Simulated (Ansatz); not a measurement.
# CH5Cl2NSn: one species, many methods

The task here is to estimate one member of a computed series from the others.

Computed with Ansatz 0.2.0, Gaussian basis. Level: functionals in def2-TZVPP, the program's frozen cores in correlated methods.

The runs, in order: LDA (SPW92), PBE-D4, revPBE-D4, BLYP-D4, r2SCAN-D4, B97M-V, PBE0-D4, B3LYP-D4, r2SCANh-D4, r2SCAN0-D4, HSE06-D4, BHLYP-D4, CAM-B3LYP-D4, LC-ωPBE, ωB97X-V, ωB97M-V, B2PLYP, PBE-QIDH; CCSD(T)/def2-SVP; CCSD(T)/def2-TZVPP; MP2/def2-QZVPP; extrapolation to the limit; RPA on PBE.

## The relaxed structure

All runs share one geometry, relaxed beforehand with PBE0-D4 in a triple-zeta def2 set. Sn takes the def2 core potential; no spin-orbit term is included.

SMILES `C[NH][SnH]([Cl])[Cl]`, 10 atoms, charge 0, spin multiplicity 1.

Atoms are counted from 1 here; the program's logs count them from 0.

Bond lengths: C1–N2 1.456 Å, C1–H6 1.092 Å, C1–H7 1.097 Å, C1–H8 1.094 Å, N2–Sn3 1.996 Å, N2–H9 1.012 Å, Sn3–Cl4 2.312 Å, Sn3–Cl5 2.332 Å, Sn3–H10 1.694 Å. Angles: N2–C1–H6 109.5°, N2–C1–H7 114.3°, N2–C1–H8 109.5°, H6–C1–H7 107.9°, H6–C1–H8 107.1°, H7–C1–H8 108.3°, C1–N2–Sn3 119.3°, C1–N2–H9 111.7°, Sn3–N2–H9 112.4°, N2–Sn3–Cl4 105.1°, N2–Sn3–Cl5 111.8°, N2–Sn3–H10 114.1°, Cl4–Sn3–Cl5 104.9°, Cl4–Sn3–H10 111.4°, Cl5–Sn3–H10 109.1°.

Set-up of the first run:

in.yaml

```yaml
crystal:
  periodic: [false, false, false]
  atoms:
    - {symbol: C, position_ang: [-0.820558, -0.722803, 1.006107]}
    - {symbol: N, position_ang: [0.537969, -0.355118, 0.631975]}
    - {symbol: Sn, position_ang: [0.847611, 0.627720, -1.077571]}
    - {symbol: Cl, position_ang: [-0.132596, -0.682383, -2.710968]}
    - {symbol: Cl, position_ang: [-0.323398, 2.642946, -1.139966]}
    - {symbol: H, position_ang: [-1.311621, -1.210688, 0.161577]}
    - {symbol: H, position_ang: [-1.446641, 0.121464, 1.319062]}
    - {symbol: H, position_ang: [-0.790258, -1.448422, 1.823711]}
    - {symbol: H, position_ang: [1.042427, 0.053033, 1.408235]}
    - {symbol: H, position_ang: [2.480065, 0.923052, -1.419163]}
basis:
  gaussian: {orbitals: def2-TZVPP}
hamiltonian: {xc: lda}
output: {orbitals: {seedname: orbitals}}
```

Steps of the session up to this table: LDA; PBE-D4 (GGA); revPBE-D4 (GGA); BLYP-D4 (GGA); r2SCAN-D4 (meta-GGA); B97M-V (meta-GGA); PBE0-D4 (hybrid); B3LYP-D4 (hybrid); r2SCANh-D4 (hybrid); r2SCAN0-D4 (hybrid); HSE06-D4 (hybrid); BHLYP-D4 (hybrid); CAM-B3LYP-D4 (range-separated); LC-ωPBE-D4 (range-separated; the results give it without D4); ωB97X-V (range-separated); ωB97M-V (range-separated); B2PLYP (double hybrid); PBE-QIDH (double hybrid).

One of the session's tables, all rows but one given; the rest of the session is left out.

It belongs to the step «Frontier levels by functional». 

```
  functional  HOMO (eV)  gap (eV)
 LDA (SPW92)      -6.14      3.57
      PBE-D4      -6.00      3.71
   revPBE-D4      -5.94      3.75
     BLYP-D4      -5.88      3.63
   r2SCAN-D4      -6.28      4.22
      B97M-V      -6.39      4.37
     PBE0-D4      -7.37      6.02
    B3LYP-D4      -7.14      5.47
  r2SCANh-D4      -6.79      5.07
  r2SCAN0-D4      -7.57      6.36
    HSE06-D4      -6.97      5.25
    BHLYP-D4          ?         ?
CAM-B3LYP-D4      -8.76      8.43
     LC-ωPBE     -10.14     11.07
     ωB97X-V      -9.79     10.59
     ωB97M-V      -9.68     10.33
```

Q: Estimate the row for BHLYP-D4 from the others.

Worked estimate for «HOMO (eV)». Against the share of exact exchange, BLYP-D4 (0, -5.88), B3LYP-D4 (0.2, -7.14) give a slope of -6.30 per unit share; at 0.5 the line stands at -9.03.

As computed: HOMO (eV): -8.67; gap (eV): 8.31. In «HOMO (eV)» the line misses by -0.36.
